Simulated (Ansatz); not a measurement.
**BiS: relaxation of cell and atoms with PBE**

The system is BiS.

```
Bi S
1.0
     2.10927    1.21779    3.50049
    -2.10927    1.21779    3.50049
     0.00000   -2.43558    3.50049
Bi S
1 1
Cartesian
  0.0000 0.0000 0.0000
  0.0000 0.0000 5.2507
```

The cell was built by a generator and needn't be a form met in nature.

```
Program             : Ansatz 0.2.0
Task                : relaxation of cell and atoms
Functional          : PBE
Potentials or basis : Ansatz PAW
Cutoff              : 420 eV (not typed: the program's choice for these potentials)
k mesh              : 8 × 8 × 8
Occupations         : fermi-dirac, width 0.05 eV
Spin                : no spin polarisation
```

```yaml
Relaxed_volume: 25.24 Å³/atom
Relaxed_cell: a = 4.546 Å, b = 4.546 Å, c = 4.546 Å, α = 49.85°, β = 49.85°, γ = 49.85°
Space_group_after_relaxing_to_0.05_Å: R-3m (No. 166)
Energy_gained_by_relaxing: 57.1 meV/atom
Ionic_steps: 11
Pressure_after_relaxing: 0.0 GPa
Band_gap_on_the_k_mesh: none (metal or under the smearing width)
```

The path:
```tsv
step	energy change (eV)	largest force (eV/Å)	volume (Å³)
1	0.0000	0.0000	53.95
2	-0.0056	0.0000	51.97
3	-0.0114	0.0000	52.40
4	-0.0465	0.0000	52.72
5	-0.0970	0.0000	52.07
6	-0.1121	0.0000	51.06
7	-0.1134	0.0000	50.52
8	-0.1134	0.0000	50.49
9	-0.1141	0.0000	50.49
10	-0.1142	0.0000	50.49
11	-0.1142	0.0000	50.49
```

Final structure:
```xyz
2
Lattice="1.9158 1.1061 3.9712 -1.9158 1.1061 3.9712 0.0000 -2.2121 3.9712" Properties=species:S:1:pos:R:3 pbc="T T T"
Bi    0.0000    0.0000    0.0000
S     0.0000    0.0000    5.9569
```

Levels at points of the mesh, in eV from the Fermi level:
| k point | band 7 | band 8 | band 9 | band 10 | band 11 | band 12 | band 13 | band 14 |
| --- | --- | --- | --- | --- | --- | --- | --- | --- |
| (0.00, 0.00, 0.00) | -9.17 | -4.80 | -2.54 | -2.54 | 3.07 | 3.07 | 3.28 | 4.29 |
| (0.00, 0.00, -0.50) | -11.51 | -3.54 | -2.62 | -2.61 | -2.16 | -0.43 | 0.05 | 6.19 |
| (0.00, -0.50, -0.50) | -10.43 | -6.64 | -5.42 | -3.89 | 2.36 | 2.75 | 3.20 | 4.44 |
| (-0.50, -0.50, -0.50) | -12.53 | -2.19 | -2.19 | -1.10 | -0.18 | 1.22 | 1.22 | 7.25 |

Run time: 23 s on 2 threads of Arm Neoverse V1, with other jobs on the host, peak memory 0.37 GiB.

Caveat: the plane-wave basis is chosen anew once the cell has moved, so the energies of steps on either side of that aren't comparable; spin-orbit coupling is left out, which moves the levels of the heavy elements.
